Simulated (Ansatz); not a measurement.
An input for Ansatz 0.2.0 (HCl):

Contents of run.py:

```python
import json

import ase.io
import numpy as np
from ase.calculators.calculator import CalculationFailed, Calculator
from ase.stress import full_3x3_to_voigt_6_stress
from ase.units import GPa
from ase.optimize import LBFGS
from ase.filters import StrainFilter

import ansatz as az

class AnsatzCalculator(Calculator):
    implemented_properties = ["energy", "free_energy", "forces", "stress", "magmom"]

    def calculate(self, atoms, properties, system_changes):
        super().calculate(atoms, properties, system_changes)
        structure = atoms.copy()
        structure.set_constraint()
        structure.set_momenta(None)
        structure.set_masses(None)
        outcome = (
            az.Crystal.from_ase(structure)
            .calculation()
            .basis(xc_grid=2)
            .kpoints(6, 6, 6)
            .functional(exchange="rpw86", correlation="pbe", dispersion="rvv10")
            .pseudopotentials(kind="nc", accuracy="stringent")
            .scf(tolerance=2e-10)
            .occupations(method="gaussian", width=0.02)
            .forces()
            .stress()
            .spin("collinear", soc=True)
            .run(threads=2)
        )
        if not outcome.report["converged"]:
            raise CalculationFailed("SCF not converged")
        report = outcome.report
        self.results = {
            "free_energy": report["lagrangian_ev"],
            "energy": report["lagrangian_ev"],
            "forces": np.array(report["forces_ev_ang"]),
            "stress": -GPa * full_3x3_to_voigt_6_stress(report["stress_gpa"]),
            "magmom": report["magnetization_mub"],
        }

np.set_printoptions(precision=5, suppress=True, linewidth=110)
atoms = ase.io.read("HCl.xyz")
atoms.set_initial_magnetic_moments([0.02, 0.0])
atoms.calc = AnsatzCalculator()
LBFGS(StrainFilter(atoms)).run(fmax=0.03, steps=30)
print(f"final energy {atoms.get_potential_energy():.6f} eV, volume {atoms.get_volume() / len(atoms):.4f} A^3/atom")
print("stress (GPa)", atoms.get_stress() / GPa)
print("cell (A)", atoms.cell[:], "scaled positions", atoms.get_scaled_positions(wrap=False), sep="\n")
```

The input HCl.xyz:

```xyz
2
Lattice="-2.1253690000 2.8741810000 2.1719040000 2.1253690000 -2.8741810000 2.1719040000 2.1253690000 2.8741810000 -2.1719040000" Properties=species:S:1:pos:R:3 pbc="T T T"
Cl     0.0000000000      0.0000000000      4.2633433006
H      0.0000000000      0.0000000000      2.9821284434
```

Potentials or basis: PseudoDojo stringent.

Command:

```bash
$ python run.py
```

**Question.** What does the program do with it?

**Answer.** The run stopped without a result. It printed:

Output:

```text
Traceback (most recent call last):
  File "run.py", line 53, in <module>
  File "run.py", line 34, in calculate
  [frames inside libraries left out]
ansatz.errors.InputError: .spin('collinear', soc=True): soc=True belongs to the noncollinear treatment, not to the collinear one; write .spin('noncollinear', soc=True)
```
